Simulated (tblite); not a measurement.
# C6H15NSi: the cost of one run

The runs use tblite 0.8.0 and PySCF 2.14.0, with density-fitted response routines of our own; the level of theory stands in each step. All values are computed, except where a source is named. Atoms count from 0, in the outputs and in this text.

### 1 Starting geometry

23 atoms, charge 0, multiplicity 1; geometry from: force field or distance geometry start.

Bonds of the start (Å): C0–C1 1.55, C1–C2 1.54, C1–C3 1.54, C3–C4 1.57, C4–C5 1.54, C5–N6 1.47, N6–Si7 1.73, Si7–C3 1.94, C0–H8 1.10, C0–H9 1.10, C0–H10 1.08, C1–H11 1.09, C2–H12 1.10, C2–H13 1.09, C2–H14 1.10, C3–H15 1.12, C4–H16 1.10, C4–H17 1.09, C5–H18 1.09, C5–H19 1.10, N6–H20 1.02, Si7–H21 1.48, Si7–H22 1.47.

### 2 Relaxing the molecule with GFN2-xTB

What the job is given:

```
{"job": {"kind": "relax", "xc": "GFN2-xTB", "basis": "xTB"}, "charge": 0, "multiplicity": 1}
C      2.017800    -1.290500     0.314900
C      1.318000    -0.024600    -0.238500
C      2.205600     1.184200     0.109400
C     -0.111700     0.133900     0.321900
C     -1.001900    -1.143800     0.156900
C     -2.481500    -0.726600     0.287200
N     -2.641100     0.522800    -0.477500
Si    -1.214300     1.501900    -0.507300
H      1.502800    -2.199900    -0.014200
H      2.025300    -1.286200     1.415400
H      3.039900    -1.355000    -0.042800
H      1.276500    -0.123400    -1.320500
H      1.801400     2.104900    -0.338000
H      3.219200     1.048800    -0.275900
H      2.256100     1.352800     1.190500
H     -0.078600     0.377700     1.411300
H     -0.839000    -1.576000    -0.842500
H     -0.748800    -1.912800     0.891500
H     -3.146300    -1.502400    -0.081300
H     -2.708700    -0.552000     1.353500
H     -3.437500     1.055100    -0.114400
H     -1.421600     2.666500     0.376300
H     -0.836400     1.771400    -1.903400
```

Launch:

```
OMP_NUM_THREADS=1 python probes_run.py task.json out
```

One launch serves the whole session: the jobs run in the order shown.

**Question.** How long does this first job take on 1 thread of Arm Neoverse N1, shared host, and how much memory does it need?

About 1 s, with a peak of 0.18 GiB.
